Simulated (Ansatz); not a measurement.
# Ta2Sn: the cost of one run

Computed with Ansatz 0.2.0 (DFT PBE, scalar-relativistic, plane waves, PAW, unless a step's input says otherwise).

### Step 1. Starting point

It takes space group Fd-3m (No. 227, cubic). The conventional cell has a = 7.812 Å, b = 7.812 Å, c = 7.812 Å, α = 90.00°, β = 90.00°, γ = 90.00°. Ta (site symmetry -3m) is surrounded by 6 Ta at 2.76 Å. Sn (site symmetry -43m) has 12 Ta at 3.24 Å and 4 Sn at 3.38 Å as nearest neighbours.

Structure file:

```
Ta Sn
1.0
     0.00000    3.90597    3.90597
     3.90597    0.00000    3.90597
     3.90597    3.90597    0.00000
Ta Sn
4 2
Direct
  0.62500 0.62500 0.62500
  0.12500 0.62500 0.62500
  0.62500 0.62500 0.12500
  0.62500 0.12500 0.62500
  0.00000 0.00000 0.00000
  0.25000 0.25000 0.25000
```

(A quick probe on a coarse mesh, which set the mesh and smearing, is not shown.)

### Step 3. Rough relaxation on the coarse mesh

input.yaml

```yaml
crystal:
  lattice:
    - [0.0, 3.9059671022, 3.9059671022]
    - [3.9059671022, 0.0, 3.9059671022]
    - [3.9059671022, 3.9059671022, 0.0]
  atoms:
    - { symbol: Ta, position: [0.625, 0.625, 0.625] }
    - { symbol: Ta, position: [0.125, 0.625, 0.625] }
    - { symbol: Ta, position: [0.625, 0.625, 0.125] }
    - { symbol: Ta, position: [0.625, 0.125, 0.625] }
    - { symbol: Sn, position: [0.0, 0.0, 0.0] }
    - { symbol: Sn, position: [0.25, 0.25, 0.25] }
basis:
  ecutwfc: 420
kpoints:
  mp_grid: { grid: [4, 4, 4] }
hamiltonian:
  xc: pbe
scf:
  occupations: { method: gaussian, width: 0.1 }
  lower_state_search: "off"
output:
  forces: true
  stress: true
  eigenvalues: true
relax:
  adjacent_minimum: "off"
  f_tol: 0.04
  max_steps: 70
  cell: { stress_tol: 0.4 }
```

On the command line:

```console
$ ansatz run input.yaml --threads 1 --pin off --max-ram 2560MiB --backend cpu --events-out ev --progress --plain --runs-dir out
```

Q: Estimate wall time and peak memory on 1 thread of Intel Xeon Platinum 8488C (Sapphire Rapids), shared host.

About 13 s, with a peak of 0.45 GiB.
